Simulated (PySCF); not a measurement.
**Cu2−: from the state search to spectroscopic constants**

One job finds the state of Cu2−, follows it along the bond with each method and fits the curves.

The runs use PySCF 2.14.0; Cu def2-TZVPPD, no relativity.

3 further runs of the same task are left out: 3 set aside as unsound or not needed.

## Step 1: The job

The job is set up so:

```
atoms                         : Cu, Cu
charge                        : -1
basis                         : Cu def2-TZVPPD
Hamiltonian                   : no relativity
basis functions               : 134
electrons treated             : 59
masses in u                   : 62.9296, 62.9296
levels                        : PBE0, PBE, r²SCAN, PW91, B2PLYP, M06-L, B97-3, M06-2X, HSE06, MP2, SCS-MP2
grid                          : 80 radial by 434 angular points
occupations                   : held fixed by the projection of orbital angular momentum
dissociation limit            : Cu + Cu−, each in its ground configuration
starting distance in angstrom : 2.370
values of 2S to try           : 1, 3
```

Launch:

```
$ OMP_NUM_THREADS=2 python dia.py task.json out
```

After this run come: PBE0 along the bond; PBE; r²SCAN; PW91 (GGA); B2PLYP (double hybrid); M06-L (meta-GGA); B97-3 (global hybrid GGA); M06-2X; HSE06.

**Question.** What will these runs give? Wanted: for each run, Re; ωe; De.

The runs gave:

Lowest PBE0 solution found, without spin–orbit coupling: ²Σu⁺ (doublet), unpaired electrons σ ↑.

| level | Re (Å) | ωe (cm⁻¹) | De (eV) |
| --- | --- | --- | --- |
| ROHF-MP2 | 2.353 | 210.1 | 1.62 |
| ROHF-SCS-MP2 | 2.394 | 193.0 | 1.47 |
| PBE | 2.371 | 200.7 | 1.88 |
| PW91 | 2.363 | 203.4 | 1.90 |
| r²SCAN | 2.327 | 213.3 | 1.96 |
| M06-L | 2.378 | 197.7 | 1.76 |
| PBE0 | 2.406 | 184.6 | 1.62 |
| B97-3 | 2.490 | 158.6 | 1.51 |
| HSE06 | 2.396 | 189.0 | 1.65 |
| M06-2X | 2.602 | 139.4 | 1.51 |
| B2PLYP | 2.389 | 193.8 | 1.59 |

De is counted to Cu + Cu− in their ground configurations.

**Reading.** The methods spread over 0.276 Å in bond length, from r²SCAN to M06-2X. Among the levels with a De in the table, it runs from 1.47 eV (ROHF-SCS-MP2) to 1.96 eV (r²SCAN).

Correlated steps freeze 10 core orbitals. B2PLYP dipoles, levels and charges come from its SCF part alone. With d or f electrons several states lie close, and the lowest PBE0 determinant need not be the measured ground state. With some functionals the highest level of the anion is positive, from self-interaction error or because the anion is truly unbound there; the finite basis then holds the extra electron, and no neutral molecule was run to test the binding.
